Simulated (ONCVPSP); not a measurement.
**An ONCV potential for Zn, from input to tests**

Do these settings give a usable potential? It is generated, then checked for transferability, scattering, ghosts and hardness.

Method: ONCVPSP 4.0.1.1 (patched build), PBE, scalar-relativistic.

## Step 1: Settings

The settings as typed:

| Item | Value |
| --- | --- |
| element | zinc (Zn, Z = 30) |
| type | optimised norm-conserving Vanderbilt (ONCV) |
| frozen core | [Ne] |
| valence charge | 20 |
| reference configuration | 3s2 3p6 3d10 4s2 |
| partial waves | 3s+4s: rc 0.90 bohr, ncon 4, nbas 9, qcut 10.8 1/bohr, 2 projectors; 3p: rc 0.95 bohr, ncon 3, nbas 6, qcut 11.7 1/bohr, 2 projectors, debl 1.5 Ha; 3d: rc 1.10 bohr, ncon 4, nbas 8, qcut 13.6 1/bohr, 2 projectors, debl 2.1 Ha |
| local potential | polynomial inside 0.65 bohr (lpopt 5, dvloc0 0 Ha) |
| core correction | not asked for |

An earlier all-electron run gives the scale for the radii.

All-electron outer shells of the reference configuration (PBE, scalar-relativistic, ld1.x):

| shell | level (eV) | outermost node (bohr) | outermost maximum (bohr) |
| --- | --- | --- | --- |
| 2p | -1004.03 | – | 0.15 |
| 3s | -129.23 | 0.28 | 0.59 |
| 3p | -83.40 | 0.25 | 0.59 |
| 3d | -10.14 | – | 0.57 |
| 4s | -5.98 | 0.85 | 2.09 |
| 4p | -1.12 | 0.92 | 3.08 |

## Step 2: The generation run

Input file Zn.dat:

```
# ATOM AND REFERENCE CONFIGURATION
# atsym  z   nc   nv     iexc    psfile
  Zn 30.00    3    4        4      upf
#
#   n    l    f
    1    0    2.00
    2    0    2.00
    2    1    6.00
    3    0    2.00
    3    1    6.00
    3    2   10.00
    4    0    2.00
#
# PSEUDOPOTENTIAL AND OPTIMIZATION
# lmax
    2
#
#   l,   rc,      ep,       ncon, nbas, qcut
    0    0.90    0.00    4    9   10.80
    1    0.95    0.00    3    6   11.70
    2    1.10    0.00    4    8   13.60
#
# LOCAL POTENTIAL
# lloc, lpopt,  rc(5),   dvloc0
    4    5    0.65    0.00
#
# VANDERBILT-KLEINMAN-BYLANDER PROJECTORs
# l, nproj, debl
    0    2    2.00
    1    2    1.50
    2    2    2.10
#
# MODEL CORE CHARGE
# icmod, fcfact, rcfact
    0    0.00    0.00
#
# LOG DERIVATIVE ANALYSIS
# epsh1, epsh2, depsh
   -6.00    5.00    0.04
#
# OUTPUT GRID
# rlmax, drl
    6.00    0.01
#
# TEST CONFIGURATIONS
# ncnf
    4
# nvcnf
#   n    l    f
    4
    3    0    2.00
    3    1    6.00
    3    2   10.00
    4    0    1.00
#
    4
    3    0    2.00
    3    1    6.00
    3    2   10.00
    4    0    0.00
#
    4
    3    0    2.00
    3    1    6.00
    3    2    9.00
    4    0    0.00
#
    4
    3    0    2.00
    3    1    6.00
    3    2   10.00
    4    0    1.50
#
```

Command:

```
oncvpsp.x < Zn.dat > Zn.out
```

Q: Predict the outcome of this session. Wanted: cutoffs for 1 and 0.1 mHa per electron, occupied waves; bound ghosts; GHOST(+) flags; largest test error; largest phase difference near zero energy, channels read; projector energies reset by the program.

**Answer**, as computed:

| quantity | value |
| --- | --- |
| cutoffs for 1 and 0.1 mHa per electron, occupied waves | 78 Ha and 178 Ha |
| bound ghosts | none found |
| GHOST(+) flags | s at 609 eV |
| largest test error (AE − PS) | -3.2 meV, for 3s2 3p6 3d9 4s0 |
| largest phase difference near zero energy, channels read | 0.000 rad |
| projector energies reset by the program | p: -3.065, 0.250 Ha |

In words: The worst unpolarised test, 3s2 3p6 3d9 4s0, is off by 3.2 meV on 68.9 eV; by total energies transferability rates as very good. The potential is very hard: the looser tolerance needs 78 Ha. At the looser tolerance the 3d wave is the slowest; 3s needs 53 Ha. No bound ghost shows below the valence levels. Near zero energy the phases of the channels with partial waves agree within 0.001 rad. The program also flags highly localised states, GHOST(+) (s).
